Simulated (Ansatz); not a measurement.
**The cluster Sn₂H₃ (doublet): one molecule under many settings**

How do the results and run time of the cluster Sn₂H₃ (doublet) respond when the settings are drawn wide?

Computed with Ansatz 0.2.0, Gaussian basis. Level: the settings change from run to run.

2 further runs of the same task are left out: 2 set aside as unsound or not needed. Runs told in other sessions of the task aren't counted.

## 1. The relaxed structure

The structure was relaxed beforehand with PBE0-D4 in a triple-zeta def2 set. Sn takes a core potential in def2 sets; no spin-orbit term is included.

5 atoms, charge 0, spin multiplicity 2.

Atoms are counted from 1 here; the program's logs count them from 0.

Bond lengths: Sn1–Sn2 2.765 Å, Sn1–H3 1.773 Å, Sn2–H4 1.726 Å, Sn2–H5 1.723 Å. Angles: Sn2–Sn1–H3 85.4°, Sn1–Sn2–H4 126.4°, Sn1–Sn2–H5 129.6°, H4–Sn2–H5 104.0°.

## 2. SPW92/def2-mTZVP

Set apart from the defaults: atoms shaken by 0.08 Å, a point charge of 1.00 e beside it.

in.yaml

```yaml
crystal:
  periodic: [false, false, false]
  atoms:
    - {symbol: Sn, position_ang: [-0.418922, 0.093733, -2.086875]}
    - {symbol: Sn, position_ang: [0.118190, 0.278283, 0.654638]}
    - {symbol: H, position_ang: [-0.650245, -1.388702, -1.788216]}
    - {symbol: H, position_ang: [0.717749, 1.766385, 1.274842]}
    - {symbol: H, position_ang: [0.024679, -0.737785, 1.810898]}
basis:
  gaussian: {orbitals: def2-mTZVP, point_charges: [{charge: 1.00, position_ang: [3.912, 0.118, -0.142]}]}
magnetization: {spin_polarized: true, initial_magnetization: 1}
hamiltonian: {xc: {name: SPW92}}
scf: {omitted_lower_state_checks: [starts]}
output: {forces: true}
```

Launch:

```bash
$ ansatz run in.yaml --threads 4 --pin off --events-out ev --progress --plain --max-ram 3916MiB
```

The program printed:

```text
Functional definition: SPW92
  name "SPW92"
  cite "Dirac, Proc. Camb. Phil. Soc. 26, 376 (1930) doi:10.1017/S0305004100016108"
  cite "Slater, Phys. Rev. 81, 385 (1951) doi:10.1103/PhysRev.81.385"
  cite "Perdew & Wang, Phys. Rev. B 45, 13244 (1992) doi:10.1103/PhysRevB.45.13244"
  exchange = slater_x
  correlation = pw_c
these checks for a lower state are left out or cut short: starts
886 factors; their error is unknown
mean field evaluation 1: about -11689.4661 eV, gradient 1.5e1 eV
mean field evaluation 2: about -11687.9844 eV, gradient 1.7e1 eV
mean field evaluation 4: about -11690.9534 eV, gradient 1.8e0 eV
mean field evaluation 8: about -11690.9904 eV, gradient 7.9e-2 eV
mean field evaluation 16: about -11690.9794 eV, gradient 9.4e-5 eV
mean field -11690.97944296 eV, -429.6355700982 hartree, gradient 2.9e-5 eV, S^2 0.751385; 0 other end points of the search recorded, 0 dependent functions left out
the calculation of the forces begins
reference -11690.97948725 eV, -429.6355717258 hartree; 24, 23 occupied and 57, 58 virtual orbitals, 886 factors
Total energy: -11690.97948725 eV, -429.6355717258 hartree
Atom 0 at    -0.418922     0.093733    -2.086875 Å, force     0.731447     4.388470    -0.723858 eV/Å
Atom 1 at     0.118190     0.278283     0.654638 Å, force     0.418876     2.080101    -2.992808 eV/Å
Atom 2 at    -0.650245    -1.388702    -1.788216 Å, force    -0.728276    -4.449144     0.828082 eV/Å
Atom 3 at     0.717749     1.766385     1.274842 Å, force     0.100177     0.122322     0.196138 eV/Å
Atom 4 at     0.024679    -0.737785     1.810898 Å, force    -0.231599    -2.186669     2.645787 eV/Å
Dipole moment:    -0.587660    -0.106863    -0.195752 e Å
Checks for a lower state left out: starts
```

Run time: 0.55 s. Hardware: 4 threads of Arm Neoverse V2, shared host.

Largest force 4.584 eV/Å, dipole 3.02 D, ⟨S²⟩ 0.751.

## 3. B3LYP5/def2-mTZVP

Options: coordinates scaled by 0.92, high accuracy.

in.yaml

```yaml
crystal:
  periodic: [false, false, false]
  atoms:
    - {symbol: Sn, position_ang: [-0.342854, 0.142408, -1.932548]}
    - {symbol: Sn, position_ang: [0.209207, 0.349830, 0.541796]}
    - {symbol: H, position_ang: [-0.726654, -1.404148, -1.582885]}
    - {symbol: H, position_ang: [0.736280, 1.650880, 1.283460]}
    - {symbol: H, position_ang: [0.124013, -0.738970, 1.690177]}
basis:
  gaussian: {orbitals: def2-mTZVP}
magnetization: {spin_polarized: true, initial_magnetization: 1}
hamiltonian: {xc: {name: B3LYP5}}
accuracy: high
scf: {omitted_lower_state_checks: [starts]}
output: {forces: true}
```

Launched as before.

The program printed, shortened:

```text
Functional definition: B3LYP5
  name "B3LYP5"
  cite "Stephens, Devlin, Chabalowski & Frisch, J. Phys. Chem. 98, 11623 (1994) doi:10.1021/j100096a001"
  cite "Becke, Phys. Rev. A 38, 3098 (1988) doi:10.1103/PhysRevA.38.3098"
  cite "Lee, Yang & Parr, Phys. Rev. B 37, 785 (1988) doi:10.1103/PhysRevB.37.785"
  cite "Vosko, Wilk & Nusair, Can. J. Phys. 58, 1200 (1980) doi:10.1139/p80-159"
[...]
1773 factors; integrals over basis functions are off by at most 3.4e-9 eV
[...]
mean field -11709.28389894 eV, -430.3082464484 hartree, gradient 3.8e-8 eV, S^2 0.751853; 0 other end points of the search recorded, 0 dependent functions left out
[...]
reference -11709.28393387 eV, -430.3082477321 hartree; 24, 23 occupied and 57, 58 virtual orbitals, 1773 factors
Total energy: -11709.28393387 eV, -430.3082477321 hartree
Atom 0 at    -0.342854     0.142408    -1.932548 Å, force    -0.060171     1.870239    -3.062725 eV/Å
Atom 1 at     0.209207     0.349830     0.541796 Å, force    -0.069893     0.005301    -0.326094 eV/Å
Atom 2 at    -0.726654    -1.404148    -1.582885 Å, force    -0.570263    -2.182211     0.348713 eV/Å
Atom 3 at     0.736280     1.650880     1.283460 Å, force     0.842597     2.090986     1.170387 eV/Å
Atom 4 at     0.124013    -0.738970     1.690177 Å, force    -0.142271    -1.784315     1.869718 eV/Å
Dipole moment:     0.033902     0.037270     0.116952 e Å
Checks for a lower state left out: starts
```

Run time: 4.4 s. Hardware: 4 threads of Arm Neoverse V2, shared host.

Largest force 3.589 eV/Å, dipole 0.61 D, ⟨S²⟩ 0.752.

## 4. wPBEh/def2-mTZVP

Set apart from the defaults: the search for lower states set to off.

in.yaml

```yaml
crystal:
  periodic: [false, false, false]
  atoms:
    - {symbol: Sn, position_ang: [-0.372668, 0.154791, -2.100596]}
    - {symbol: Sn, position_ang: [0.227399, 0.380249, 0.588908]}
    - {symbol: H, position_ang: [-0.789842, -1.526247, -1.720528]}
    - {symbol: H, position_ang: [0.800304, 1.794435, 1.395066]}
    - {symbol: H, position_ang: [0.134796, -0.803228, 1.837149]}
basis:
  gaussian: {orbitals: def2-mTZVP}
magnetization: {spin_polarized: true, initial_magnetization: 1}
hamiltonian: {xc: {name: wPBEh}}
scf: {lower_state_search: off}
output: {forces: true}
```

Launched as before.

The program printed, shortened:

```text
Functional definition: wPBEh
  name "wPBEh"
  cite "Heyd, Scuseria & Ernzerhof, J. Chem. Phys. 118, 8207 (2003) doi:10.1063/1.1564060"
  cite "Krukau, Vydrov, Izmaylov & Scuseria, J. Chem. Phys. 125, 224106 (2006) doi:10.1063/1.2404663"
  cite "Heyd & Scuseria, J. Chem. Phys. 120, 7274 (2004) doi:10.1063/1.1668634"
  cite "Ernzerhof & Perdew, J. Chem. Phys. 109, 3313 (1998) doi:10.1063/1.476928"
  cite "Perdew, Burke & Ernzerhof, Phys. Rev. Lett. 77, 3865 (1996) doi:10.1103/PhysRevLett.77.3865"
  parent pbe
[...]
971 factors; integrals over basis functions are off by at most 2.2e-4 eV
81 factors; integrals over basis functions are off by at most 6.4e-7 eV
[...]
mean field -11710.88710073 eV, -430.3671630274 hartree, gradient 7.4e-6 eV, S^2 0.752765; 0 other end points of the search recorded, 0 dependent functions left out
[...]
reference -11710.88715146 eV, -430.3671648918 hartree; 24, 23 occupied and 57, 58 virtual orbitals, 971 factors
Total energy: -11710.88715146 eV, -430.3671648918 hartree
Atom 0 at    -0.372668     0.154791    -2.100596 Å, force    -0.001173     0.111819    -0.167483 eV/Å
Atom 1 at     0.227399     0.380249     0.588908 Å, force     0.002953     0.011319    -0.003035 eV/Å
Atom 2 at    -0.789842    -1.526247    -1.720528 Å, force    -0.031973    -0.124187     0.019672 eV/Å
Atom 3 at     0.800304     1.794435     1.395066 Å, force     0.030819     0.069743     0.051895 eV/Å
Atom 4 at     0.134796    -0.803228     1.837149 Å, force    -0.000626    -0.068694     0.098951 eV/Å
Dipole moment:     0.016835     0.085287    -0.039998 e Å
Checks for a lower state left out: stability, starts, cluster_reference, orbital_swaps, neighbouring_geometries, increment
```

It took 1.2 s on 4 threads of Arm Neoverse V2, shared host.

Largest force 0.201 eV/Å, dipole 0.46 D, ⟨S²⟩ 0.753.

## 5. wB97X-V/def2-mTZVP

This run has charge +1, multiplicity 1, atoms shaken by 0.08 Å, high accuracy.

in.yaml

```yaml
crystal:
  periodic: [false, false, false]
  atoms:
    - {symbol: Sn, position_ang: [-0.354587, 0.095864, -2.105720]}
    - {symbol: Sn, position_ang: [0.382484, 0.293541, 0.619812]}
    - {symbol: H, position_ang: [-0.769883, -1.567191, -1.794762]}
    - {symbol: H, position_ang: [0.866997, 1.732127, 1.462945]}
    - {symbol: H, position_ang: [0.109273, -0.932884, 1.811914]}
basis:
  gaussian: {orbitals: def2-mTZVP}
total_charge: 1
hamiltonian: {xc: {name: wB97X-V}}
accuracy: high
scf: {omitted_lower_state_checks: [starts]}
```

Launched as before.

The program printed, shortened:

```text
Functional definition: wB97X-V
  name "wB97X-V"
  cite "Mardirossian & Head-Gordon, Phys. Chem. Chem. Phys. 16, 9904 (2014) doi:10.1039/C3CP54374A"
  cite "Becke, J. Chem. Phys. 107, 8554 (1997) doi:10.1063/1.475007"
  cite "Vydrov & Van Voorhis, J. Chem. Phys. 133, 244103 (2010) doi:10.1063/1.3521275"
[...]
      + integral(e_c_pw_opposite_spin*poly(b97_u_opposite, cos0, cos1)) + vv10(b, c)
[...]
1774 factors; integrals over basis functions are off by at most 3.4e-9 eV
420 factors; integrals over basis functions are off by at most 2.4e-9 eV
[...]
mean field -11702.08262468 eV, -430.0436045005 hartree, gradient 9.9e-8 eV, S^2 0.000000; 0 other end points of the search recorded, 0 dependent functions left out
reference -11702.08262446 eV, -430.0436044924 hartree; 23, 23 occupied and 58, 58 virtual orbitals, 1774 factors
Total energy: -11702.08262446 eV, -430.0436044924 hartree
Checks for a lower state left out: starts
```

Run time: 13 s. Hardware: 4 threads of Arm Neoverse V2, shared host.

## 6. The runs in one table

| level | charge | multiplicity | geometry | functions | energy (eV) | time |
| --- | --- | --- | --- | --- | --- | --- |
| SPW92/def2-mTZVP | 0 | 2 | shaken, point charge | 81 | -11690.979 | 0.55 s |
| B3LYP5/def2-mTZVP | 0 | 2 | scaled | 81 | -11709.284 | 4.4 s |
| wPBEh/def2-mTZVP | 0 | 2 | relaxed | 81 | -11710.887 | 1.2 s |
| wB97X-V/def2-mTZVP | 1 | 1 | shaken | 81 | -11702.083 | 13 s |

## 7. Summary of results

```
quantity                     value
    runs                         4
quickest  SPW92/def2-mTZVP, 0.55 s
 slowest  wB97X-V/def2-mTZVP, 13 s
```

**Reading.** The runs differ in state or geometry as well as level, so their energies can't be set against each other. wB97X-V/def2-mTZVP took 23 times as long as SPW92/def2-mTZVP. The jobs differ in tasks and options as well as level. At the PBE0-D4/def2-TZVP geometry and in the same state, the sound runs without point charges leave forces up to 0.20 eV/Å (wPBEh/def2-mTZVP), against 3.6 eV/Å where the atoms were moved.
